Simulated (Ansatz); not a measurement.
# BGeNH (doublet): wave-function methods side by side, cc-pVDZ

The task here is to estimate one member of a computed series from the others.

Program: Ansatz 0.2.0, Gaussian basis. Level of theory: cc-pVDZ, core rule «outside noble gas», up to 16 orbitals frozen. These are calculated values, not measurements.

To be run: UHF; CCSD(T) on ROHF; CCSD(T) on UHF; BCCD(T) on ROHF; CISD as a restricted active space (open shells left free, so some higher excitations enter); CCSDT(Q) on ROHF; CCSDT(Q) on UHF; CASSCF and MRCISD+Q, 9 electrons in 9 orbitals; CASSCF and NEVPT2, 9 electrons in 9 orbitals.

27 further runs of the same task are left out: 12 that didn't finish, 15 set aside as unsound or not needed. Runs told in other sessions of the task aren't counted.

**What is computed**

The geometry is a PBE0/def2-TZVP stationary point (not a proven minimum) of the parent state, kept for this charge and spin. No spin-orbit coupling is included. The filled d shell of Ge may be among the frozen orbitals whatever the setting's name suggests.

4 atoms, charge 0, spin multiplicity 2.

Atoms are counted from 1 here; the program's logs count them from 0.

Bond lengths: B1–Ge2 2.138 Å, B1–N3 1.346 Å, B1–H4 1.181 Å, Ge2–N3 1.938 Å. Angles: Ge2–B1–N3 62.9°, Ge2–B1–H4 145.5°, N3–B1–H4 151.6°, B1–Ge2–N3 38.2°, B1–N3–Ge2 79.0°.

The first run:

in.yaml

```yaml
crystal:
  periodic: [false, false, false]
  atoms:
    - {symbol: B, position_ang: [0.000000, 0.535353, 1.574476]}
    - {symbol: Ge, position_ang: [0.000000, 0.049350, -0.507987]}
    - {symbol: N, position_ang: [0.000000, -0.770467, 1.248606]}
    - {symbol: H, position_ang: [0.000000, 1.408034, 2.370817]}
basis:
  gaussian: {orbitals: cc-pVDZ}
magnetization: {spin_polarized: true, initial_magnetization: 1}
hamiltonian: {xc: hf}
output: {orbitals: {seedname: orbitals}}
```

The run is started by

```bash
ansatz run in.yaml --threads 1 --pin off --events-out ev --progress --plain --max-ram 2393MiB
```

Steps of the session up to this table: UHF; CCSD(T) on ROHF; CCSD(T) on UHF; BCCD(T) on ROHF; CISD as a restricted active space (open shells left free, so some higher excitations enter); CCSDT(Q) on ROHF; CCSDT(Q) on UHF; CASSCF and MRCISD+Q, 9 electrons in 9 orbitals; CASSCF and NEVPT2, 9 electrons in 9 orbitals.

One table of the session follows, with a row left open; its other results are not shown here.

It belongs to the step «Misses and costs». 

```
   method  from RCCSDT(Q) (meV)
     ROHF               +9711.5
      UHF               +9582.6
     RMP2                +969.2
     UMP2                     ?
    RCCSD                +527.7
    UCCSD                +520.6
 RCCSD(T)                 +63.6
 UCCSD(T)                 +64.6
  BCCD(T)                 +61.3
   RCCSDT                 +48.3
   UCCSDT                 +46.3
RCCSDT(Q)                     0
UCCSDT(Q)                  -6.2
```

**Question.** Estimate the row for UMP2.

**Answer.** from RCCSDT(Q) (meV): +1033.0. In the column «from RCCSDT(Q) (meV)» it lies between RMP2 (+969.2) and UHF (+9582.6).

Not comparable, so not listed: CISD as a restricted active space (open shells left free, so some higher excitations enter) (they don't share determinant, frozen orbitals or solution with the rows shown, or repeat one).

To keep in mind: Left out of the table: CASSCF frontier, NEVPT2 frontier, MRCISD frontier, MRCISD+Q frontier (the active space lost an orbital or holds another state than full CI finds). Restricted and unrestricted rows rest on different reference determinants; a gap between their highest levels can come from leftover correlation error, from unlike frozen cores or from another state. Warnings in the runs' records: passed over end.
